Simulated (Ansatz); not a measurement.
# FH₄O₂Si₂ radical: basis-set convergence

One table from this session's results is given with a row withheld; the runs are named, their logs left out.

Method: one geometry, several basis sets; program: Ansatz 0.2.0, Gaussian basis.

Levels to be run: PBE0-D4/def2-SVP; ωB97M-V/def2-SVP; PBE0-D4/def2-QZVPP; ωB97M-V/def2-QZVPP; CCSD(T)/cc-pV(D+d)Z; CCSD(T)/cc-pV(T+d)Z; MP2/cc-pV(Q+d)Z; the functionals' def2-TZVPP values are taken from earlier runs.

### The geometry

The geometry comes from an earlier relaxation with PBE0-D4 in a triple-zeta def2 set; it is a stationary point, not always the lowest conformer.

SMILES `O[SiH][SiH](O)F`, 9 atoms, charge 0, spin multiplicity 2.

Atoms are counted from 1 here; the program's logs count them from 0.

Bond lengths: O1–Si2 1.667 Å, O1–H6 0.959 Å, Si2–Si3 2.348 Å, Si2–H7 1.497 Å, Si3–O4 1.634 Å, Si3–F5 1.602 Å, Si3–H8 1.478 Å, O4–H9 0.961 Å. Angles: Si2–O1–H6 118.1°, O1–Si2–Si3 101.2°, O1–Si2–H7 110.0°, Si3–Si2–H7 117.4°, Si2–Si3–O4 105.0°, Si2–Si3–F5 111.1°, Si2–Si3–H8 116.2°, O4–Si3–F5 111.1°, O4–Si3–H8 107.7°, F5–Si3–H8 105.8°, Si3–O4–H9 116.1°.

Coordinates:

```xyz
9
charge 0, multiplicity 2
O    -1.4389    1.1698   -0.0962
Si    0.2165    1.3388    0.0075
Si    0.8872   -0.8979    0.2589
O    -0.4367   -1.6770    0.8165
F     1.3730   -1.5144   -1.1374
H    -1.9462    1.8999   -0.4554
H     0.7306    2.0835   -1.1856
H     1.9886   -1.1443    1.2126
H    -1.2854   -1.3046    0.5621
```

Set-up of the first run:

in.yaml

```yaml
crystal:
  periodic: [false, false, false]
  atoms:
    - {symbol: O, position_ang: [-1.438863, 1.169783, -0.096237]}
    - {symbol: Si, position_ang: [0.216521, 1.338778, 0.007541]}
    - {symbol: Si, position_ang: [0.887158, -0.897855, 0.258860]}
    - {symbol: O, position_ang: [-0.436730, -1.676979, 0.816462]}
    - {symbol: F, position_ang: [1.372959, -1.514415, -1.137393]}
    - {symbol: H, position_ang: [-1.946242, 1.899862, -0.455392]}
    - {symbol: H, position_ang: [0.730561, 2.083458, -1.185637]}
    - {symbol: H, position_ang: [1.988639, -1.144258, 1.212634]}
    - {symbol: H, position_ang: [-1.285402, -1.304573, 0.562063]}
basis:
  gaussian: {orbitals: def2-SVP}
magnetization: {spin_polarized: true, initial_magnetization: 1}
hamiltonian: {xc: pbe0, dispersion: d4}
output: {orbitals: {seedname: orbitals}}
```

Command:

```
$ ansatz run in.yaml --threads 2 --pin off --events-out ev --progress --plain --max-ram 20480MiB --backend cpu
```

Among the steps run: PBE0-D4 in def2-SVP; ωB97M-V in def2-SVP; PBE0-D4 in def2-QZVPP; ωB97M-V in def2-QZVPP.

One table of the session follows, with a row left open; its other results are not shown here.

It belongs to the step «Density functionals: the series». 

| functional | basis | HOMO (eV) | LUMO (eV) |
| --- | --- | --- | --- |
| PBE0-D4 | def2-SVP | -5.82 | -2.36 |
| PBE0-D4 | def2-TZVPP | -5.94 | -2.42 |
| PBE0-D4 | def2-QZVPP | ? | ? |
| ωB97M-V | def2-SVP | -7.54 | -0.63 |
| ωB97M-V | def2-TZVPP | -7.68 | -0.80 |
| ωB97M-V | def2-QZVPP | -7.73 | -0.89 |

Q: Estimate the row for PBE0-D4, def2-QZVPP from the others.

As computed: HOMO (eV): -5.99; LUMO (eV): -2.48. In the column «HOMO (eV)» it lies between ωB97M-V, def2-SVP (-7.54) and PBE0-D4, def2-TZVPP (-5.94).
